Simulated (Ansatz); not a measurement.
# BaC4: the cost of one run

Program: Ansatz 0.2.0. Level of theory: DFT PBE, scalar-relativistic, plane waves, PAW. These are calculated values, not measurements.

2 further runs of the same task are left out: 1 that didn't finish, 1 set aside as unsound or not needed.

### Step 1. The structure to begin with

It takes space group P6mm (No. 183, hexagonal). Conventional cell: a = 3.446 Å, b = 3.446 Å, c = 8.296 Å, α = 90.00°, β = 90.00°, γ = 120.00°. Around Ba (site symmetry 6mm) lie 1 C at 2.27 Å. C (site symmetry 2mm) has 4 C at 1.72 Å as nearest neighbours. C (site symmetry 6mm) is surrounded by 1 Ba at 2.27 Å.

Coordinates:

```
CELL_PARAMETERS angstrom
3.44579 0.00000 0.00000
-1.72290 2.98414 0.00000
0.00000 0.00000 8.29590
ATOMIC_POSITIONS crystal
Ba 0.00000 0.00000 0.65100
C 0.50000 0.00000 0.02514
C 0.00000 0.50000 0.02514
C 0.50000 0.50000 0.02514
C 0.00000 0.00000 0.37728
```

Recipe of the guess: random cell by space group and Wyckoff sites (P6mm, No. 183). Its size is a rough estimate.

### Step 2. Probe: one point on a coarse mesh

Contents of input.yaml:

```yaml
crystal:
  lattice:
    - [3.4457905, 0.0, 0.0]
    - [-1.72289525, 2.98414211, 0.0]
    - [0.0, 0.0, 8.29590123]
  atoms:
    - { symbol: Ba, position: [0.0, 0.0, 0.65100487] }
    - { symbol: C, position: [0.5, 0.0, 0.025142] }
    - { symbol: C, position: [0.0, 0.5, 0.025142] }
    - { symbol: C, position: [0.5, 0.5, 0.025142] }
    - { symbol: C, position: [0.0, 0.0, 0.37728299] }
basis:
  ecutwfc: 420
kpoints:
  mp_grid: { grid: [6, 6, 2] }
hamiltonian:
  xc: pbe
scf:
  occupations: { method: gaussian, width: 0.1 }
  lower_state_search: "off"
output:
  forces: true
  stress: true
  eigenvalues: true
```

Started as:

```
> ansatz run input.yaml --threads 1 --pin off --max-ram 2048MiB --backend cpu --events-out ev --progress --plain --runs-dir out
```

**Question.** How long does this run take on 1 thread of Intel Xeon 6975P-C (Granite Rapids), shared host, and how much memory does it need?

About 1.2 s, with a peak of 0.36 GiB.
